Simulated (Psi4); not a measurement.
# SnH4 (SMILES [SnH4]) at CCSD(T)/def2-SVPD (core potential)

What is the vertical singlet–triplet gap of SnH4 at CCSD(T)/def2-SVPD (core potential)? 

The calculation is run with Psi4 1.11.

19 further runs of the same task are left out: 16 that didn't finish, 3 set aside as unsound or not needed.

## 1. Starting point

SnH4: 5 atoms, total charge 0, spin state singlet. As SMILES, `[SnH4]`. Geometry: relaxed at PBE0-D4/def2-TZVP.

Bond lengths: Sn1–H2 1.704 Å, Sn1–H3 1.704 Å, Sn1–H4 1.704 Å, Sn1–H5 1.704 Å. Angles: H2–Sn1–H3 109.5°, H2–Sn1–H4 109.5°, H2–Sn1–H5 109.5°, H3–Sn1–H4 109.5°, H3–Sn1–H5 109.5°, H4–Sn1–H5 109.5°.

## 2. A single-point energy at CCSD(T)/def2-SVPD (core potential)

File h4sn.json:

```json
{
  "schema_name": "qcschema_input",
  "schema_version": 1,
  "molecule": {
    "schema_name": "qcschema_molecule",
    "schema_version": 2,
    "symbols": ["Sn", "H", "H", "H", "H"],
    "geometry": [5.669e-05, 1.89e-05, 7.559e-05, 1.55698315, -1.61284345, 2.31102167, -2.95479467, 0.76235331, 1.02638585, -0.22073891, -1.84174598, -2.63142473, 1.61849373, 2.69217943, -0.70607727],
    "molecular_charge": 0,
    "molecular_multiplicity": 1,
    "fix_symmetry": "c1",
    "fix_com": true,
    "fix_orientation": true
  },
  "driver": "energy",
  "model": {
    "method": "ccsd(t)",
    "basis": "def2-SVPD"
  },
  "keywords": {
    "reference": "rhf",
    "puream": true,
    "e_convergence": 1e-09,
    "d_convergence": 1e-08,
    "scf_type": "pk",
    "num_frozen_docc": 4
  }
}
```

Run with:

```sh
psi4 --qcschema h4sn.json -n 1 --memory 2200MB
```

stdout, cut to the lines that bear on the results:

```text
[...]
    !!!  WARNING: ECP capability is in beta. Please check occupations closely.  !!!
[...]
  Running in c1 symmetry.
[...]
  Nuclear repulsion =   28.473969962432189
[...]
  Multiplicity = 1
[...]
  Nalpha       = 13
  Nbeta        = 13
[...]
    Number of basis functions: 64
[...]
   @RHF iter   1:  -215.59380366061509   -1.48411e+00   4.30152e-03 DIIS/ADIIS
[...]
   @RHF iter   9:  -215.63336040240264   -2.27374e-12   2.34318e-09 DIIS
[...]
    Orbital Energies [Eh]
    ---------------------
    Doubly Occupied:
       1A     -5.864323     2A     -4.053239     3A     -4.053237
       4A     -4.053236     5A     -1.321901     6A     -1.321899
       7A     -1.321899     8A     -1.315321     9A     -1.315318
      10A     -0.680651    11A     -0.446800    12A     -0.446785
      13A     -0.446747
[...]
  @RHF Final Energy:  -215.63336040240264
   => Energetics <=
    Nuclear Repulsion Energy =             28.4739699624321894
    One-Electron Energy =                -434.9319497205796665
    Two-Electron Energy =                 190.8246193557448294
    Total Energy =                       -215.6333604024026442
[...]
 Multipole Moments:
 ------------------------------------------------------------------------------------
     Multipole            Electronic (a.u.)      Nuclear  (a.u.)        Total (a.u.)
 ------------------------------------------------------------------------------------
 L = 1.  Multiply by 2.5417464519 to convert [e a0] to [Debye]
 Dipole X            :         -0.0011216            0.0011905            0.0000689
 Dipole Y            :         -0.0003169            0.0003591            0.0000423
 Dipole Z            :         -0.0015259            0.0015685            0.0000426
 Magnitude           :                                                    0.0000914
[...]
      * MP2 total energy                      = -215.773132212474479
[...]
      * CCSD total energy                     = -215.803773663107876
[...]
      * CCSD(T) total energy                  = -215.807581973771875
[...]
```

The result, in JSON:

```text
{
 "driver": "energy",
 "model": {
  "method": "ccsd(t)",
  "basis": "def2-SVPD"
 },
 "success": true,
 "return_result": -215.80758197377187,
 "properties": {
  "calcinfo_nbasis": 64,
  "calcinfo_nmo": 64,
  "calcinfo_nalpha": 13,
  "calcinfo_nbeta": 13,
  "calcinfo_natom": 5,
  "nuclear_repulsion_energy": 28.47396996243219,
  "return_energy": -215.80758197377187,
  "scf_one_electron_energy": -434.93194972057967,
  "scf_two_electron_energy": 190.82461935574483,
  "scf_dipole_moment": [6.889123888004223e-05, 4.2258477129554495e-05, 4.2603268803453886e-05],
  "scf_total_energy": -215.63336040240264,
  "scf_iterations": 9,
  "mp2_same_spin_correlation_energy": -0.022930167089622935,
  "mp2_opposite_spin_correlation_energy": -0.116841642982753,
  "mp2_singles_energy": -3.33334114326945e-27,
  "mp2_doubles_energy": -0.13977181007237593,
  "mp2_correlation_energy": -0.13977181007237593,
  "mp2_total_energy": -215.77313221247448,
  "ccsd_same_spin_correlation_energy": -0.02460429106724704,
  "ccsd_opposite_spin_correlation_energy": -0.14580896963853876,
  "ccsd_singles_energy": 0.0,
  "ccsd_doubles_energy": -0.1704132607057858,
  "ccsd_correlation_energy": -0.17041326070578558,
  "ccsd_total_energy": -215.80377366310788,
  "ccsd_iterations": 14,
  "ccsd_prt_pr_correlation_energy": -0.1742215713697749,
  "ccsd_prt_pr_total_energy": -215.80758197377187
 }
}
```

Wall time 6.6 s (1 thread of AMD EPYC 9R45 (Zen 5), shared host); peak memory 0.31 GiB.

## 3. The triplet

File h4sn.xyz:

```xyz
5
H4Sn
Sn     0.000030     0.000010     0.000040
H      0.823920    -0.853480     1.222940
H     -1.563610     0.403420     0.543140
H     -0.116810    -0.974610    -1.392490
H      0.856470     1.424640    -0.373640
```

File job.py:

```python
import psi4

psi4.set_memory(2200000000)
psi4.set_num_threads(1)
psi4.core.set_output_file('output.dat', False)

with open('h4sn.xyz') as f:
    atoms = ''.join(f.readlines()[2:])
mol = psi4.geometry('0 3\n' + atoms + 'symmetry c1')

options = {'basis': 'def2-SVPD', 'reference': 'uhf', 'puream': True, 'e_convergence': 1e-09, 'd_convergence': 1e-08, 'scf_type': 'pk', 'num_frozen_docc': 4, 'maxiter': 100}
psi4.set_options(options)

e_tot, wfn = psi4.energy('ccsd(t)', return_wfn=True)
print(f'ccsd(t) energy: {e_tot:.10f} Eh')
for k, v in sorted(psi4.core.scalar_variables().items()):
    print(f'{k:45s} {v:18.10f}')
```

Run with:

```sh
python job.py
```

output.dat, cut to the lines that bear on the results:

```text
[...]
    !!!  WARNING: ECP capability is in beta. Please check occupations closely.  !!!
[...]
  Running in c1 symmetry.
[...]
  Nuclear repulsion =   28.473969965174199
[...]
  Multiplicity = 3
[...]
  Nalpha       = 14
  Nbeta        = 12
[...]
    Number of basis functions: 64
[...]
   @UHF iter   1:  -215.26435706011665   -1.16161e+00   4.73318e-03 DIIS/ADIIS
[...]
   @UHF iter  24:  -215.36719478309053   -4.12115e-12   4.81047e-09 DIIS
[...]
   @S^2 Observed:                2.005407152E+00
[...]
    Orbital Energies [Eh]
    ---------------------
    Alpha Occupied:
       1A     -5.890632     2A     -4.087268     3A     -4.072483
       4A     -4.072482     5A     -1.360640     6A     -1.346682
       7A     -1.346670     8A     -1.335738     9A     -1.335733
      10A     -0.782507    11A     -0.596986    12A     -0.468630
      13A     -0.468561    14A     -0.152042
    Alpha Virtual:
      15A      0.065326    16A      0.085076    17A      0.085100
      18A      0.127821    19A      0.127872    20A      0.142952
      21A      0.156862    22A      0.190737    23A      0.191016
      24A      0.245050    25A      0.251274    26A      0.251864
[...]
  @UHF Final Energy:  -215.36719478309053
   => Energetics <=
    Nuclear Repulsion Energy =             28.4739699651741986
    One-Electron Energy =                -434.0315021110756675
    Two-Electron Energy =                 190.1903373628109364
    Total Energy =                       -215.3671947830905253
  UHF NO Occupations:
  HONO-2 :   12  A 1.9982440
  HONO-1 :   13  A 1.0000000
[...]
 Multipole Moments:
 ------------------------------------------------------------------------------------
     Multipole            Electronic (a.u.)      Nuclear  (a.u.)        Total (a.u.)
 ------------------------------------------------------------------------------------
 L = 1.  Multiply by 2.5417464519 to convert [e a0] to [Debye]
 Dipole X            :         -0.0520057           -0.0002235           -0.0522293
 Dipole Y            :         -0.4274825           -0.0001043           -0.4275868
 Dipole Z            :         -0.6137388           -0.0003129           -0.6140517
 Magnitude           :                                                    0.7500786
[...]
      * MP2 total energy                      = -215.498769796599362
[...]
      * CCSD total energy                     = -215.527675456062212
[...]
      * CCSD(T) total energy                     = -215.532986938741999
```

It took 20 s on 1 thread of AMD EPYC 9R45 (Zen 5), shared host; peak memory 0.32 GiB.

## 4. Summary of results

Level: CCSD(T)/def2-SVPD (core potential), 4 core orbitals frozen.

| quantity | value |
| --- | --- |
| singlet: total energy | -215.80758 Eh |
| singlet: HOMO energy (Hartree–Fock orbitals) | -12.16 eV |
| singlet: LUMO energy (Hartree–Fock orbitals) | 1.73 eV |
| singlet: HOMO–LUMO gap (Hartree–Fock orbitals) | 13.88 eV |
| singlet: correlation energy (4 core orbitals frozen) | -174.2 mEh |
| singlet: (T) correction | -3.81 mEh |
| singlet: T1 diagnostic | 0.008 |
| triplet: total energy | -215.53299 Eh |
| triplet: HOMO energy (Hartree–Fock orbitals) (highest over α and β) | -4.14 eV |
| triplet: LUMO energy (Hartree–Fock orbitals) (lowest over α and β) | -2.87 eV |
| triplet: correlation energy (4 core orbitals frozen) | -165.8 mEh |
| triplet: (T) correction | -5.31 mEh |
| triplet: ⟨S²⟩ of the reference determinant | 2.005 |
| triplet: T1 diagnostic | 0.025 |
| vertical energy of the triplet above the singlet | 7.472 eV |

What this shows: At this shape the triplet lies 7.47 eV (172 kcal/mol) above the singlet. The triples (singlet) make up 2.2 % of the correlation energy. The triples (triplet) make up 3.2 % of the correlation energy.
